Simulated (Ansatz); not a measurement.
# GaH− (quartet): from Hartree-Fock to the top rungs at distance Ga1–H2 = 1.603 Å, aug-cc-pVDZ

Aim: climb from Hartree-Fock through coupled cluster and multireference methods for GaH− (quartet) at one geometry and basis, and see what each rung misses.

Program: Ansatz 0.2.0, Gaussian basis. Level of theory: aug-cc-pVDZ, core rule «outside noble gas», up to 14 orbitals frozen. These are calculated values, not measurements.

Plan: UHF; CCSD(T) on ROHF; CCSD(T) on UHF; BCCD(T) on ROHF; CISD as a restricted active space (open shells left free, so some higher excitations enter); CCSDT(Q) on ROHF; CCSDT(Q) on UHF; CASSCF and MRCISD+Q, 5 electrons in 5 orbitals; CASSCF and NEVPT2, 5 electrons in 5 orbitals; Full CI.

16 further runs of the same task are left out: 1 for a known fault of the program, 12 that didn't finish, 3 set aside as unsound or not needed. Runs told in other sessions of the task aren't counted.

### 1 The geometry

The geometry derives from a PBE0/def2-TZVPD stationary point (not a proven minimum). One bond is set to the value named and the two fragments are kept rigid. No spin-orbit coupling is included. The filled d shell of Ga may be among the frozen orbitals whatever the setting's name suggests.

2 atoms, charge -1, spin multiplicity 4.

Atoms are counted from 1 here; the program's logs count them from 0.

Bond lengths: Ga1–H2 1.603 Å.

### 2 UHF

Input file in.yaml:

```yaml
crystal:
  periodic: [false, false, false]
  atoms:
    - {symbol: Ga, position_ang: [0.000000, 0.000000, 0.000000]}
    - {symbol: H, position_ang: [0.000000, 0.000000, 1.602600]}
basis:
  gaussian: {orbitals: aug-cc-pVDZ}
total_charge: -1
magnetization: {spin_polarized: true, initial_magnetization: 3}
hamiltonian: {xc: hf}
output: {orbitals: {seedname: orbitals}}
```

Run with:

```bash
> ansatz run in.yaml --threads 1 --pin off --events-out ev --progress --plain --max-ram 2393MiB
```

Further steps of the session: CCSD(T) on ROHF; CCSD(T) on UHF; BCCD(T) on ROHF; CISD as a restricted active space (open shells left free, so some higher excitations enter); CCSDT(Q) on ROHF; CCSDT(Q) on UHF; CASSCF and MRCISD+Q, 5 electrons in 5 orbitals; CASSCF and NEVPT2, 5 electrons in 5 orbitals; Full CI.

Before running them: what should the planned runs give, taken together? Wanted: FCI from the RHF energy; RMP2 from FCI; UMP2 from FCI; RCCSD from FCI; RCCSD(T) from FCI; UCCSD(T) from FCI; RCCSDT(Q) from FCI; UCCSDT(Q) from FCI; NEVPT2 valence from FCI.

**Answer**, as computed:

| quantity | value |
| --- | --- |
| FCI from the ROHF energy | -1.7822 eV |
| RMP2 from FCI | +510.8 meV |
| UMP2 from FCI | +488.4 meV |
| RCCSD from FCI | +70.3 meV |
| RCCSD(T) from FCI | +19.4 meV |
| UCCSD(T) from FCI | +2.9 meV |
| RCCSDT(Q) from FCI | -0.8 meV |
| UCCSDT(Q) from FCI | -17.2 meV |
| NEVPT2 valence from FCI | +477.5 meV |
| MRCISD+Q valence from FCI | +9.6 meV |
| levels within 1 kcal/mol (43 meV) | RCCSD(T), UCCSD(T), BCCD(T), RCCSDT, UCCSDT, RCCSDT(Q), UCCSDT(Q), MRCISD+Q valence |
| T1 diagnostic | 0.032 |
| effectively unpaired electrons | 3.02 |

RCCSD(T) lands +19.4 meV from the yardstick (1.1 % of the correlation energy). UCCSDT, UCCSDT(Q) fall below full CI: unrestricted runs freeze a spin-polarised core, another one than full CI's, and coupled cluster isn't variational. One determinant dominates. Of the multireference levels listed MRCISD+Q valence comes nearest in total energy (+9.6 meV), which doesn't show that its space is the better one. These misses are within one basis, not against nature; the frozen cores of restricted and unrestricted runs differ, which can shift their rows.

Levels on UHF freeze UHF's core orbitals, full CI those of ROHF, so the U rows can settle a little off it for that reason alone.

With open shells the CI space here admits some higher excitations, so it is larger than plain CISD.
